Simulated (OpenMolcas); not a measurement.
# MoO3 (molybdenum trioxide): B98/def2-TZVP (Cholesky decomposition, core potential)

What is the vertical ionisation energy of MoO3 (molybdenum trioxide) at B98/def2-TZVP (Cholesky decomposition, core potential)? 

Program for the calculation: OpenMolcas 26.06.

## 1. Starting point

The species is MoO3 (4 atoms), meant as a singlet with charge 0. SMILES: `[O]=[Mo](=[O])=[O]`. The shape is that of a PBE0-D4/def2-TZVP optimisation.

Bond lengths: O1–Mo2 1.692 Å, Mo2–O3 1.692 Å, Mo2–O4 1.692 Å. Angles: O1–Mo2–O3 110.3°, O1–Mo2–O4 110.3°, O3–Mo2–O4 110.3°.

## 2. A single-point energy at B98/def2-TZVP (Cholesky decomposition, core potential)

geom.xyz

```xyz
4

O     -0.968000    -0.149800     1.262500
Mo    -0.138100    -0.336500    -0.200300
O      1.507000    -0.607600     0.088800
O     -0.345200     1.033600    -1.171400
```

job.inp

```
* MoO3 Kohn-Sham DFT

&GATEWAY
 BasLib = $CurrDir
 Coord = geom.xyz
 Basis = def2-TZVP
 Group = NoSym

&SEWARD
 Medium

&SCF
 KSDFT = HYB_GGA_XC_SB98_2C
 PrOrbitals = 1 1
```

The basis set def2-TZVP is read from a file made from the Basis Set Exchange's data (not shown).

Run with:

```console
$ export MOLCAS_MEM=1860
$ pymolcas job.inp > job.log
```

Standard output:

```text
--- Start Module: gateway ---

                                              &GATEWAY

                       available to each process: 1.9 GB of memory, 1 thread

 Basis Set     1 Label: O.DEF2-TZVP
 Basis set is read from library:.
 basistype.tbl is not found

 Basis Set     2 Label: MO.DEF2-TZVP
 Basis set is read from library:.
 basistype.tbl is not found

 Basis Set     3 Label: O.DEF2-TZVP
 Basis set is read from library:.
 basistype.tbl is not found

++    Symmetry information:
      ---------------------

                    Character Table for C1

                             E
                    a        1  x, y, xy, Rz, z, xz, Ry, yz, Rx, I
--

++    Basis set information:
      ----------------------

      Basis set label: O.DEF2-TZVP.........

      Electronic valence basis set:
      ------------------
      Associated Effective Charge   8.000000 au
      Associated Actual Charge      8.000000 au
      Nuclear Model: Point charge

      Shell  nPrim  nBasis  Cartesian Spherical Contaminant
         s      11       5        X
         p       6       3        X
         d       2       2                 X
         f       1       1                 X

      Basis set label: MO.DEF2-TZVP....ECP.....

      Electronic valence basis set:
      ------------------
      Associated Effective Charge  14.000000 au
      Associated Actual Charge     42.000000 au
      Nuclear Model: Point charge

      Shell  nPrim  nBasis  Cartesian Spherical Contaminant
         s       7       6        X
         p       7       4        X
         d       5       3                 X
         f       1       1                 X

      Pseudo Potential specification:
      =======================================

      Number of Core Electrons:  28

      Potential  nTerms
           H       2
         s-H       4
         p-H       4
         d-H       4

      Effective Core Potential specification:
      =======================================

      Basis set label: O.DEF2-TZVP.........

      Electronic valence basis set:
      ------------------
      Associated Effective Charge   8.000000 au
      Associated Actual Charge      8.000000 au
      Nuclear Model: Point charge

      Shell  nPrim  nBasis  Cartesian Spherical Contaminant
         s      11       5        X
         p       6       3        X
         d       2       2                 X
         f       1       1                 X
--

++    Molecular structure info:
      -------------------------

                    ************************************************
                    **** Cartesian Coordinates / bohr, angstrom ****
                    ************************************************

     Center  Label                x              y              z                     x              y              z
        1      O1              -1.829255      -0.283081       2.385779             -0.968000      -0.149800       1.262500
        2      MO2             -0.260971      -0.635893      -0.378512             -0.138100      -0.336500      -0.200300
        3      O3               2.847817      -1.148198       0.167808              1.507000      -0.607600       0.088800
        4      O4              -0.652333       1.953221      -2.213625             -0.345200       1.033600      -1.171400

                    ***************************************
                    *    InterNuclear Distances / bohr    *
                    ***************************************

               1 O1            2 MO2           3 O3            4 O4
    1 O1       0.000000
    2 MO2      3.197702        0.000000
    3 O3       5.248126        3.197732        0.000000
    4 O4       5.247924        3.197548        5.247959        0.000000

                    *******************************************
                    *    InterNuclear Distances / angstrom    *
                    *******************************************

               1 O1            2 MO2           3 O3            4 O4
    1 O1       0.000000
    2 MO2      1.692151        0.000000
    3 O3       2.777189        1.692167        0.000000
    4 O4       2.777082        1.692070        2.777100        0.000000
--

            Nuclear Potential Energy            141.66216375 au

--- Stop Module: gateway /rc=_RC_ALL_IS_WELL_ ---

--- Start Module: seward ---

                                              &SEWARD

                       available to each process: 1.9 GB of memory, 1 thread

               SEWARD will generate:
                  Multipole Moment integrals up to order  2
                  Kinetic Energy integrals
                  Nuclear Attraction integrals (point charge)
                  One-Electron Hamiltonian integrals modified with ECP contributions
                  Velocity integrals
                  Pseudo Potential integrals
                  Orbital angular momentum around ( -0.1350  -0.3695  -0.2167 )
                  Velocity quadrupole around ( -0.1350  -0.3695  -0.2167 )
                  Cholesky decomposed two-electron repulsion integrals
                   - CD Threshold:   1.00E-06

                   Integrals are discarded if absolute value <: 1.00E-40
                   Integral cutoff threshold is set to       <: 1.00E-40

            Nuclear Potential Energy            141.66216375 au

      Basis set specifications :
      Symmetry species         a
      Basis functions          133

--- Stop Module: seward /rc=_RC_ALL_IS_WELL_ ---
--- Module seward spent 10 seconds ---

--- Start Module: scf ---

                                                &SCF

                       available to each process: 1.9 GB of memory, 1 thread

++    Input section:
      --------------

      Header of the integral files:

      Cartesian coordinates in angstrom:
      -----------------------------------------------------
      No.  Label        X            Y            Z
      -----------------------------------------------------
       1   O1        -0.96800000  -0.14980000   1.26250000
       2   MO2       -0.13810000  -0.33650000  -0.20030000
       3   O3         1.50700000  -0.60760000   0.08880000
       4   O4        -0.34520000   1.03360000  -1.17140000
      -----------------------------------------------------
      Nuclear repulsion energy =  141.66216375
--

++    Orbital specifications:
      -----------------------

      Symmetry species               1
                                     a
      Frozen orbitals                0
      Occupied orbitals             19
      Secondary orbitals           114
      Deleted orbitals               0
      Total number of orbitals     133
      Number of basis functions    133
--

      Molecular charge                           0.000

      Numerical integration parameters
      --------------------------------
      Radial quadrature type:                         MHL
      Size of radial grid:                            75
      Lebedev angular grid:                           29
      Angular grid pruned with the crowding factor:  3.00E+00
                                 and fading factor:  6.00E+00
      Screening threshold for integral computation:   1.00E-11
      Radial quadrature accuracy:                     1.00E-25
      Maximum batch size:                             128
      AO values are stored on disk
      The same grid will be used for all iterations.

      DFT functional specifications
      -----------------------------
      Using Libxc version: 6.2.2
      Please cite the following reference:
      S. Lehtola, C. Steigemann, M. J.T. Oliveira, and M. A.L. Marques.,  SoftwareX 7, 1–5 (2018) doi:10.1016/j.softx.2017.11.002

      * SB98 (2c)

++    Optimization specifications:
      ----------------------------

      SCF Algorithm: LK-Cholesky
      LK screening threshold:                     4.50E-02
      Local-Exchange (LK) algorithm.
       - the density matrix is decomposed
      The actual AO density is used
      Number of density matrices in core                 5
      Maximum number of NDDO SCF iterations            400
      Maximum number of HF SCF iterations              400
      Threshold for SCF energy change             1.00E-09
      Threshold for density matrix                1.00E-04
      Threshold for Fock matrix                   1.50E-04
      Threshold for linear dependence             1.00E-09
      Threshold at which DIIS is turned on        1.50E-01
      Maximum depth in the DIIS procedure                5
      Maximum depth in the BFGS Hessian update          30
      Threshold at which QNR/C2DIIS is turned on  7.50E-02
      Threshold for Norm(delta) (QNR/C2DIIS)      1.00E-03
      All orbitals punched on: SCFORB
--

      Input vectors read from INPORB
      Orbital file label: *Guess orbitals

++ Convergence information
                                   [...]      iterations: Energy and convergence statistics

Iter     Tot. [...]      One-elec.       Two-elec.     Energy      Max Dij or  Max Fij      DNorm      TNorm      AccCon     Time
         Energy          Energy          Energy        Change      Delta Norm                                                in Sec.
   1  -286.640527405  -726.727329881   298.424638727   0.00E+00    7.06E-01*   6.06E+00*    1.02E+01   1.96E+02   None         1.
   2  -280.681063136  -737.168832728   314.825605842   5.96E+00*   3.17E-01*   2.34E-01*    1.01E+01   1.98E+02   EDIIS        1.
   3  -292.250690007  -737.393649421   303.480795664  -1.16E+01*   4.82E-01*   1.38E-01*    7.20E+00   1.98E+02   EDIIS        1.
   4  -291.164227184  -728.419646607   295.593255673   1.09E+00*   2.47E-01*   6.10E-02*    8.01E+00   1.95E+02   EDIIS        1.
   5  -293.942020122  -736.051665221   300.447481349  -2.78E+00*   1.25E-01*   3.02E-02*    7.41E+00   1.97E+02   EDIIS        1.
   6  -293.886302030  -734.695308674   299.146842894   5.57E-02*   8.22E-02*   2.77E-02*    7.32E+00   1.97E+02   c2DIIS       1.
   7  -293.949139783  -734.922417114   299.311113582  -6.28E-02*   2.26E-02*   6.29E-03*    7.38E+00   1.97E+02   c2DIIS       1.
   8  -293.958390120  -735.353077564   299.732523694  -9.25E-03*   3.53E-02*   5.53E-03*    7.37E+00   1.97E+02   QNRc2DIIS    1.
   9  -293.955894885  -735.244761797   299.626703162   2.50E-03*   2.71E-02*   1.97E-02*    7.36E+00   1.97E+02   QNRc2DIIS    1.
  10  -293.958633980  -735.247581960   299.626784230  -2.74E-03*   1.94E-03*   1.02E-03*    7.37E+00   1.97E+02   QNRc2DIIS    1.
  11  -293.958647233  -735.294767596   299.673956613  -1.33E-05*   5.19E-04    8.97E-05     7.37E+00   1.97E+02   QNRc2DIIS    1.
  12  -293.958647412  -735.289710162   299.668899001  -1.79E-07*   1.44E-04    2.49E-05     7.37E+00   1.97E+02   QNRc2DIIS    1.
  13  -293.958647405  -735.290082046   299.669270891   6.87E-09*   1.09E-04    3.20E-05     7.37E+00   1.97E+02   QNRc2DIIS    1.
  14  -293.958647429  -735.290829341   299.670018162  -2.42E-08*   3.17E-05    7.39E-06     7.37E+00   1.97E+02   QNRc2DIIS    1.
  15  -293.958647431  -735.290302731   299.669491550  -1.93E-09*   8.64E-06    2.40E-06     7.37E+00   1.97E+02   QNRc2DIIS    1.
  16  -293.958647431  -735.290440546   299.669629364  -1.64E-10    3.40E-06    2.86E-07     7.37E+00   1.97E+02   QNRc2DIIS    1.

       Convergence after  16 Iterations
--

 *****************************************************************************************************************************
 *                                             SCF/KS-DFT Program, Final results                                             *
 *                                                       Final Results                                                       *
 *****************************************************************************************************************************

::    Total KS-DFT energy                            -293.9586474312
      One-electron energy                            -735.2904405456
      Two-electron energy                             299.6696293645
      Nuclear repulsion energy                        141.6621637500
      Kinetic energy (interpolated)                   248.1694282882
      Virial theorem                                    1.1845078963
      Total spin, S(S+1)                                0.0000000000
      Total spin, S                                     0.0000000000
      Max non-diagonal density matrix element           0.0000023417
      Max non-diagonal Fock matrix element              0.0000000913

      All orbitals with orbital energies smaller than  E(LUMO)+0.5 are printed

++    Molecular orbitals:
      -------------------

      Title: RKS-DFT orbitals

      Molecular orbitals for symmetry species 1: a

          Orbital            1         2         3         4         5         6         7         8         9        10
          Energy          -19.1901  -19.1901  -19.1901   -2.7089   -1.7173   -1.7173   -1.7080   -0.9510   -0.9347   -0.9347
          Occ. No.          2.0000    2.0000    2.0000    2.0000    2.0000    2.0000    2.0000    2.0000    2.0000    2.0000

          Orbital           11        12        13        14        15        16        17        18        19        20
          Energy           -0.4537   -0.4537   -0.4275   -0.4274   -0.4236   -0.3489   -0.3330   -0.3330   -0.3261   -0.1773
          Occ. No.          2.0000    2.0000    2.0000    2.0000    2.0000    2.0000    2.0000    2.0000    2.0000    0.0000

          Orbital           21        22        23        24        25        26        27        28        29        30
          Energy           -0.0917   -0.0917   -0.0141    0.0141    0.0141    0.0467    0.0467    0.0473    0.1219    0.2138
          Occ. No.          0.0000    0.0000    0.0000    0.0000    0.0000    0.0000    0.0000    0.0000    0.0000    0.0000

          Orbital           31        32        33        34        35
          Energy            0.2397    0.2397    0.2912    0.2912    0.2996
          Occ. No.          0.0000    0.0000    0.0000    0.0000    0.0000

--

++    Molecular charges:
      ------------------

      Mulliken charges per centre and basis function type
      ---------------------------------------------------

                O1      MO2     O3      O4
      1s       3.9595  2.1164  3.9595  3.9595
      2px      1.5261  2.0644  1.4881  1.6170
      2pz      1.5274  2.0628  1.6226  1.4578
      2py      1.5282  2.0560  1.4710  1.5069
      3d2+     0.0025  0.7787  0.0068  0.0055
      3d1+     0.0081  0.7974  0.0083  0.0029
      3d0      0.0083  0.8057  0.0030  0.0064
      3d1-     0.0075  0.7401  0.0006  0.0076
      3d2-     0.0023  0.7684  0.0101  0.0062
      4f3+     0.0000  0.0121  0.0004  0.0002
      4f2+     0.0003  0.0173  0.0002  0.0003
      4f1+     0.0005  0.0128  0.0003  0.0000
      4f0      0.0004  0.0150  0.0002  0.0001
      4f1-     0.0002  0.0137  0.0000  0.0004
      4f2-     0.0002  0.0131  0.0001  0.0002
      4f3-     0.0000  0.0115  0.0004  0.0002
      Total    8.5715 12.2855  8.5715  8.5715

      N-E     -0.5715  1.7145 -0.5715 -0.5715

      Total electronic charge=   38.000000

      Total            charge=   -0.000000
--

++    Molecular properties:
      ---------------------

      Charge (e):
                      =   -0.0000
      Dipole Moment (debye):
      Origin of the operator (angstrom)=   -0.0714   -0.1955   -0.1147
                   X= -1.8787E+00               Y= -3.9718E+00               Z= -2.4124E+00           Total=  5.0124E+00
      Quadrupole Moment (debye*angstrom):
      Origin of the operator (angstrom)=   -0.0714   -0.1955   -0.1147
                  XX= -4.1378E+01              XY=  3.3616E+00              XZ=  2.0415E+00              YY= -3.5859E+01
                  YZ=  4.3157E+00              ZZ= -4.0347E+01
      In traceless form (debye*angstrom)
                  XX= -3.2754E+00              XY=  5.0424E+00              XZ=  3.0623E+00              YY=  5.0030E+00
                  YZ=  6.4735E+00              ZZ= -1.7276E+00
--

--- Stop Module: scf /rc=_RC_ALL_IS_WELL_ ---
--- Module scf spent 21 seconds ---

.##################.
.# Happy landing! #.
.##################.

    Timing: Wall=31.63 User=30.08 System=1.54
```

It took 32 s on 1 thread of Arm Neoverse N1, shared host; peak memory 0.095 GiB.

[end of part 1 of 2]
